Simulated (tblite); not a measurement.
# C3H13NOSi4: the cost of one run

Computed with tblite 0.8.0 and PySCF 2.14.0, with density-fitted response routines of our own, on a single molecule in the gas phase. Atoms count from 0, in the outputs and in this text.

### 1 The molecule as given

22 atoms, charge 0, multiplicity 1; geometry from: force field or distance geometry start.

Bonds of the start (Å): Si0–N1 1.74, N1–Si2 1.74, N1–C3 1.50, C3–Si4 1.92, C3–C5 1.55, C5–C6 1.34, C6–O7 1.38, O7–Si8 1.68, Si8–C3 2.05, Si0–H9 1.48, Si0–H10 1.48, Si0–H11 1.47, Si2–H12 1.49, Si2–H13 1.47, Si2–H14 1.48, Si4–H15 1.49, Si4–H16 1.48, Si4–H17 1.49, C5–H18 1.08, C6–H19 1.07, Si8–H20 1.49, Si8–H21 1.49.

### 2 Relaxing the molecule with GFN2-xTB

The job: settings as JSON, then the geometry in Å.

```
{"job": {"kind": "relax", "xc": "GFN2-xTB", "basis": "xTB"}, "charge": 0, "multiplicity": 1}
Si     2.131700    -1.195300    -0.580600
N      0.980700     0.083300    -0.310800
Si     1.997400     1.332300     0.341000
C     -0.463000    -0.152400     0.018800
Si    -0.900900    -0.547400     1.847300
C     -1.200400    -1.049700    -1.002100
C     -2.223400    -0.516300    -1.686100
O     -2.628000     0.788400    -1.465800
Si    -1.647800     1.488700    -0.292600
H      2.561000    -1.734600     0.731200
H      1.437700    -2.283300    -1.314200
H      3.262500    -0.735700    -1.402900
H      1.117000     2.481900     0.698900
H      2.622000     0.878000     1.596200
H      2.980400     1.784500    -0.665200
H     -0.434000     0.540000     2.757800
H     -0.200300    -1.789200     2.258800
H     -2.357600    -0.774500     2.042500
H     -0.900100    -2.076800    -1.156300
H     -2.816000    -1.026300    -2.420900
H     -0.876100     2.615600    -0.888700
H     -2.453400     1.908400     0.892700
```

Started as:

```console
OMP_NUM_THREADS=1 python probes_run.py task.json out
```

The driver reads the jobs from task.json and runs them one after another.

**Question.** How long does this first job take on 1 thread of Arm Neoverse N1, shared host, and how much memory does it need?

About 5.4 s, with a peak of 0.18 GiB.
